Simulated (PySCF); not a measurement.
# Ce(S2)2: forces at shaken geometries

How stiff is Ce(S2)2? Its atoms are displaced at random by several amounts. The structure is generated, not taken from experiment.

The runs use PySCF 2.14.0; r2SCAN, Ce lcecp-2-SVP with ECP46, S def2-SVP; scalar-relativistic core potentials, no spin–orbit coupling.

3 further runs of the same task are left out: 2 for a known fault of the program, 1 that didn't finish.

## Step 1: The starting structure

5 atoms, charge 0, spin multiplicity 1.

Bond lengths: Ce1–S2 2.589 Å, Ce1–S3 2.589 Å, Ce1–S4 2.589 Å, Ce1–S5 2.589 Å, S2–S3 2.135 Å, S4–S5 2.135 Å. Angles: S2–Ce1–S3 48.7°, S2–Ce1–S4 146.1°, S2–Ce1–S5 146.1°, S3–Ce1–S4 146.1°, S3–Ce1–S5 146.1°, S4–Ce1–S5 48.7°, Ce1–S2–S3 65.6°, Ce1–S3–S2 65.6°, Ce1–S4–S5 65.6°, Ce1–S5–S4 65.6°.

Geometry (Å):

```mol
CeS4
  3D, bonds by distance, orders not assigned

  5  6  0  0  0  0  0  0  0  0999 V2000
   -0.0000    0.0000    0.0000 Ce  0  0
    0.7548    0.7548    2.3581 S   0  0
   -0.7548   -0.7548    2.3581 S   0  0
    0.7548   -0.7548   -2.3581 S   0  0
   -0.7548    0.7548   -2.3581 S   0  0
  1  2  8  0
  1  3  8  0
  1  4  8  0
  1  5  8  0
  2  3  8  0
  4  5  8  0
M  END
```

Formal oxidation states: Ce +4. The 4f shell is empty and lies in the core potential. An earlier session relaxed this geometry at r2SCAN, Ce lcecp-2-SVP with ECP46, S def2-SVP (singlet, point group D2d).

Its energy there is -1630.886187 Eh.

## Step 2: Atoms moved at random, σ = 0.15 Å

run.py (the lines that set the calculation) reads:

```python
mol = gto.M(atom='''
Ce    -0.15083     0.11961     0.20191
S      0.73476     0.78110     2.61441
S     -0.54663    -0.83282     2.44722
S      0.67645    -0.86883    -2.59577
S     -0.71374     0.80093    -2.66777''',
    basis={'Ce': 'lcecp-2-SVP', 'S': 'def2-SVP'},
    ecp={'Ce': 'lcecp-2-SVP'},
    charge=0, spin=0)
mf = dft.RKS(mol, xc='R2SCAN')
mf.grids.atom_grid = (50, 194)  # f atoms: unpruned, at least (60, 302)
mf = mf.density_fit()  # fitting sets: Ce AutoAux, S def2-universal-JKFIT
mf.conv_tol = 1e-08; mf.max_cycle = 55
mf.kernel(dm0)  # dm0: the density of the relaxed state
```

Run with:

```sh
$ OMP_NUM_THREADS=2 python run.py
```

## Step 3: Atoms moved at random, σ = 0.06 Å

run.py (the lines that set the calculation) reads:

```python
mol = gto.M(atom='''
Ce     0.07798    -0.05336    -0.05941
S      0.75418     0.79527     2.37381
S     -0.74050    -0.87329     2.39306
S      0.71058    -0.75495    -2.37136
S     -0.80224     0.88632    -2.33609''',
    basis={'Ce': 'lcecp-2-SVP', 'S': 'def2-SVP'},
    ecp={'Ce': 'lcecp-2-SVP'},
    charge=0, spin=0)
mf = dft.RKS(mol, xc='R2SCAN')
mf.grids.atom_grid = (50, 194)  # f atoms: unpruned, at least (60, 302)
mf = mf.density_fit()  # fitting sets: Ce AutoAux, S def2-universal-JKFIT
mf.conv_tol = 1e-08; mf.max_cycle = 55
mf.kernel(dm0)  # dm0: the density of the relaxed state
```

## Step 4: Atoms moved at random, σ = 0.06 Å

run.py (the lines that set the calculation) reads:

```python
mol = gto.M(atom='''
Ce    -0.12532     0.07212    -0.02176
S      0.81967     0.71672     2.43765
S     -0.74405    -0.76849     2.24760
S      0.79487    -0.77604    -2.33105
S     -0.74517     0.75568    -2.33244''',
    basis={'Ce': 'lcecp-2-SVP', 'S': 'def2-SVP'},
    ecp={'Ce': 'lcecp-2-SVP'},
    charge=0, spin=0)
mf = dft.RKS(mol, xc='R2SCAN')
mf.grids.atom_grid = (50, 194)  # f atoms: unpruned, at least (60, 302)
mf = mf.density_fit()  # fitting sets: Ce AutoAux, S def2-universal-JKFIT
mf.conv_tol = 1e-08; mf.max_cycle = 55
mf.kernel(dm0)  # dm0: the density of the relaxed state
```

Before running it: what results should come out? Wanted: for each run, σ; energy rise; harmonic estimate −½ F·u; largest force component.

The runs gave:

| σ (Å) | energy rise (eV) | harmonic estimate −½ F·u (eV) | largest force component (eV/Å) |
| --- | --- | --- | --- |
| 0.15 | 1.399 | 1.051 | 3.91 |
| 0.06 | 0.267 | 0.261 | 2.25 |
| 0.06 | 0.260 | 0.263 | 1.75 |

Every displacement raises the energy. For a harmonic well the rise equals −½ F·u; the two differ by at most 25 % here (a move with σ = 0.15 Å), from anharmonicity, the grid and the small forces left at the relaxed point. The bases are small and lack diffuse functions. Spin–orbit coupling is left out.
